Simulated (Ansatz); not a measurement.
# CH7GaN2O: the cost of one run

Program: Ansatz 0.2.0, Gaussian basis. Level of theory: the settings change from run to run. These are calculated values, not measurements.

## (1) The geometry

An earlier PBE0-D4 in a triple-zeta def2 set relaxation fixed the geometry.

SMILES `N[CH2][Ga]([NH2])[OH]`, 12 atoms, charge 0, spin multiplicity 1.

Atoms are counted from 1 here; the program's logs count them from 0.

Bond lengths: N1–C2 1.461 Å, N1–H6 1.013 Å, N1–H7 1.013 Å, C2–Ga3 1.982 Å, C2–H8 1.094 Å, C2–H9 1.094 Å, Ga3–N4 1.819 Å, Ga3–O5 1.801 Å, N4–H10 1.006 Å, N4–H11 1.005 Å, O5–H12 0.958 Å. Angles: C2–N1–H6 110.2°, C2–N1–H7 110.2°, H6–N1–H7 105.1°, N1–C2–Ga3 115.4°, N1–C2–H8 108.9°, N1–C2–H9 108.9°, Ga3–C2–H8 109.1°, Ga3–C2–H9 109.1°, H8–C2–H9 104.8°, C2–Ga3–N4 130.7°, C2–Ga3–O5 113.0°, N4–Ga3–O5 116.3°, Ga3–N4–H10 124.5°, Ga3–N4–H11 123.8°, H10–N4–H11 111.7°, Ga3–O5–H12 115.1°.

## (2) revPBE0/def2-TZVPD

This run has D3(BJ) dispersion.

The input, in.yaml:

```yaml
crystal:
  periodic: [false, false, false]
  atoms:
    - {symbol: N, position_ang: [-1.862070, 0.921635, 0.983567]}
    - {symbol: C, position_ang: [-1.071985, -0.298749, 0.834100]}
    - {symbol: Ga, position_ang: [0.534489, -0.136134, -0.314841]}
    - {symbol: N, position_ang: [1.785443, -1.369960, -0.786906]}
    - {symbol: O, position_ang: [0.756117, 1.520939, -0.984616]}
    - {symbol: H, position_ang: [-1.287975, 1.667092, 1.358160]}
    - {symbol: H, position_ang: [-2.168223, 1.254055, 0.077286]}
    - {symbol: H, position_ang: [-0.769747, -0.648814, 1.825159]}
    - {symbol: H, position_ang: [-1.714996, -1.091407, 0.441337]}
    - {symbol: H, position_ang: [2.575997, -1.181159, -1.379104]}
    - {symbol: H, position_ang: [1.775205, -2.325236, -0.474249]}
    - {symbol: H, position_ang: [1.524743, 1.632637, -1.545893]}
basis:
  gaussian: {orbitals: def2-TZVPD}
hamiltonian: {xc: {name: revPBE0}, dispersion: d3bj}
output: {forces: true}
```

On the command line:

```console
ansatz run in.yaml --threads 4 --pin off --events-out ev --progress --plain --max-ram 10444MiB
```

What time and memory should one allow on 4 threads of Intel Xeon Platinum 8559C, shared host?

About 5.5 s, with a peak of 0.9 GiB.
